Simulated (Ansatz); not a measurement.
**C₃H₄FI: small, medium and large basis sets**

An exercise on one series of results from a longer session: the logs are not shown, and one member is left open.

Method: one geometry, several basis sets; program: Ansatz 0.2.0, Gaussian basis.

Levels to be run: PBE0-D4/def2-SVP; ωB97M-V/def2-SVP; PBE0-D4/def2-QZVPP; ωB97M-V/def2-QZVPP; the functionals' def2-TZVPP values are taken from earlier runs.

## The relaxed structure

All runs share one geometry, relaxed beforehand with PBE0-D4 in a triple-zeta def2 set. I takes the def2 core potential; no spin-orbit term is included.

SMILES `FC1(I)CC1`, 9 atoms, charge 0, spin multiplicity 1.

Atoms are counted from 1 here; the program's logs count them from 0.

Bond lengths: F1–C2 1.354 Å, C2–I3 2.114 Å, C2–C4 1.478 Å, C2–C5 1.478 Å, C4–C5 1.519 Å, C4–H6 1.083 Å, C4–H7 1.081 Å, C5–H8 1.083 Å, C5–H9 1.081 Å. Angles: F1–C2–I3 111.2°, F1–C2–C4 117.1°, F1–C2–C5 117.0°, I3–C2–C4 120.9°, I3–C2–C5 120.9°, C4–C2–C5 61.8°, C2–C4–C5 59.1°, C2–C4–H6 115.8°, C2–C4–H7 118.9°, C5–C4–H6 117.4°, C5–C4–H7 118.6°, H6–C4–H7 115.5°, C2–C5–C4 59.1°, C2–C5–H8 115.8°, C2–C5–H9 118.9°, C4–C5–H8 117.4°, C4–C5–H9 118.6°, H8–C5–H9 115.5°.

The first run:

File in.yaml:

```yaml
crystal:
  periodic: [false, false, false]
  atoms:
    - {symbol: F, position_ang: [0.347539, -1.736969, -0.693404]}
    - {symbol: C, position_ang: [-0.197609, -0.510639, -0.513993]}
    - {symbol: I, position_ang: [-1.762817, -0.160921, -1.891971]}
    - {symbol: C, position_ang: [0.716229, 0.578679, -0.110030]}
    - {symbol: C, position_ang: [-0.281160, -0.008629, 0.873777]}
    - {symbol: H, position_ang: [1.756559, 0.300716, 0.009038]}
    - {symbol: H, position_ang: [0.540938, 1.575387, -0.491404]}
    - {symbol: H, position_ang: [0.104603, -0.672038, 1.638502]}
    - {symbol: H, position_ang: [-1.135683, 0.588112, 1.162385]}
basis:
  gaussian: {orbitals: def2-SVP}
hamiltonian: {xc: pbe0, dispersion: d4}
output: {orbitals: {seedname: orbitals}}
```

On the command line:

```
$ ansatz run in.yaml --threads 4 --pin off --events-out ev --progress --plain --max-ram 10444MiB
```

Steps of the session up to this table: PBE0-D4 in def2-SVP; ωB97M-V in def2-SVP; PBE0-D4 in def2-QZVPP; ωB97M-V in def2-QZVPP.

One table of the session follows, with a row left open; its other results are not shown here.

It belongs to the step «Functionals by basis». 

```
functional       basis  HOMO (eV)
   PBE0-D4    def2-SVP      -7.25
   PBE0-D4  def2-TZVPP      -7.32
   PBE0-D4  def2-QZVPP      -7.34
   ωB97M-V    def2-SVP      -9.41
   ωB97M-V  def2-TZVPP      -9.50
   ωB97M-V  def2-QZVPP          ?
```

Estimate the missing values for ωB97M-V, def2-QZVPP.

As computed: HOMO (eV): -9.52. In the column «HOMO (eV)» it is the lowest.
